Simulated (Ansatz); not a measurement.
# CH5BClFOSi: a ladder of functionals and wavefunction methods

One table from this session's results is given with a row withheld; the runs are named, their logs left out.

Method: functionals in def2-TZVPP, the program's frozen cores in correlated methods; program: Ansatz 0.2.0, Gaussian basis.

Levels to be run: LDA (SPW92), PBE-D4, revPBE-D4, BLYP-D4, r2SCAN-D4, B97M-V, PBE0-D4, B3LYP-D4, r2SCANh-D4, r2SCAN0-D4, HSE06-D4, BHLYP-D4, CAM-B3LYP-D4, LC-ωPBE, ωB97X-V, ωB97M-V, B2PLYP, PBE-QIDH; CCSD(T)/def2-SVP; CCSD(T)/def2-TZVPP; MP2/def2-QZVPP; extrapolation to the limit; RPA on PBE.

**Structure used throughout**

An earlier PBE0-D4 in a triple-zeta def2 set relaxation fixed the geometry.

11 atoms, charge 0, spin multiplicity 1.

Atoms are counted from 1 here; the program's logs count them from 0.

Bond lengths: O1–C2 1.415 Å, O1–H7 0.962 Å, C2–B3 1.566 Å, C2–H8 1.104 Å, C2–H9 1.099 Å, B3–F4 1.326 Å, B3–Si5 2.044 Å, Si5–Cl6 2.083 Å, Si5–H10 1.484 Å, Si5–H11 1.484 Å. Angles: C2–O1–H7 108.8°, O1–C2–B3 115.8°, O1–C2–H8 112.2°, O1–C2–H9 106.7°, B3–C2–H8 109.3°, B3–C2–H9 107.7°, H8–C2–H9 104.4°, C2–B3–F4 118.2°, C2–B3–Si5 122.3°, F4–B3–Si5 119.5°, B3–Si5–Cl6 105.4°, B3–Si5–H10 113.2°, B3–Si5–H11 114.3°, Cl6–Si5–H10 107.5°, Cl6–Si5–H11 106.7°, H10–Si5–H11 109.3°.

Set-up of the first run:

The input, in.yaml:

```yaml
crystal:
  periodic: [false, false, false]
  atoms:
    - {symbol: O, position_ang: [-1.237143, 1.409691, -0.027055]}
    - {symbol: C, position_ang: [-1.461699, 0.033348, 0.211361]}
    - {symbol: B, position_ang: [-0.236872, -0.910005, -0.035135]}
    - {symbol: F, position_ang: [-0.428455, -2.220204, 0.043361]}
    - {symbol: Si, position_ang: [1.634900, -0.188002, -0.427557]}
    - {symbol: Cl, position_ang: [1.979087, 1.267972, 1.021125]}
    - {symbol: H, position_ang: [-0.508696, 1.705495, 0.527925]}
    - {symbol: H, position_ang: [-1.869648, -0.154196, 1.220477]}
    - {symbol: H, position_ang: [-2.265615, -0.277535, -0.469769]}
    - {symbol: H, position_ang: [1.741246, 0.468538, -1.754465]}
    - {symbol: H, position_ang: [2.718495, -1.192102, -0.289568]}
basis:
  gaussian: {orbitals: def2-TZVPP}
hamiltonian: {xc: lda}
output: {orbitals: {seedname: orbitals}}
```

Among the steps run: LDA; PBE-D4 (GGA); revPBE-D4 (GGA); BLYP-D4 (GGA); r2SCAN-D4 (meta-GGA); B97M-V (meta-GGA); PBE0-D4 (hybrid); B3LYP-D4 (hybrid); r2SCANh-D4 (hybrid); r2SCAN0-D4 (hybrid); HSE06-D4 (hybrid); BHLYP-D4 (hybrid); CAM-B3LYP-D4 (range-separated); LC-ωPBE (range-separated); ωB97X-V (range-separated); ωB97M-V (range-separated); B2PLYP (double hybrid); PBE-QIDH (double hybrid).

One of the session's tables, all rows but one given; the rest of the session is left out.

It belongs to the step «Orbital energies across the functionals». 

| functional | HOMO (eV) | LUMO (eV) | gap (eV) |
| --- | --- | --- | --- |
| LDA (SPW92) | -6.31 | -3.08 | 3.22 |
| PBE-D4 | -6.15 | -2.83 | 3.33 |
| revPBE-D4 | -6.09 | -2.71 | 3.38 |
| BLYP-D4 | -6.08 | -2.66 | 3.41 |
| r2SCAN-D4 | -6.47 | -2.58 | 3.89 |
| B97M-V | -6.63 | -2.64 | 3.98 |
| PBE0-D4 | -7.68 | -1.90 | 5.78 |
| B3LYP-D4 | -7.47 | -2.10 | 5.37 |
| r2SCANh-D4 | ? | ? | ? |
| r2SCAN0-D4 | -7.88 | -1.76 | 6.12 |
| HSE06-D4 | -7.27 | -2.28 | 4.99 |
| BHLYP-D4 | -9.09 | -0.87 | 8.21 |
| CAM-B3LYP-D4 | -9.12 | -0.77 | 8.36 |
| LC-ωPBE | -10.42 | 0.41 | 10.84 |
| ωB97X-V | -10.09 | 0.31 | 10.40 |
| ωB97M-V | -9.95 | 0.09 | 10.04 |

Estimate the missing values for r2SCANh-D4.

Worked estimate for «HOMO (eV)». Against the share of exact exchange, r2SCAN-D4 (0, -6.47), r2SCAN0-D4 (0.25, -7.88) give a slope of -5.64 per unit share; at 0.1 the line stands at -7.03.

The run gave: HOMO (eV): -7.04; LUMO (eV): -2.25; gap (eV): 4.80. In «HOMO (eV)» the line misses by +0.01.
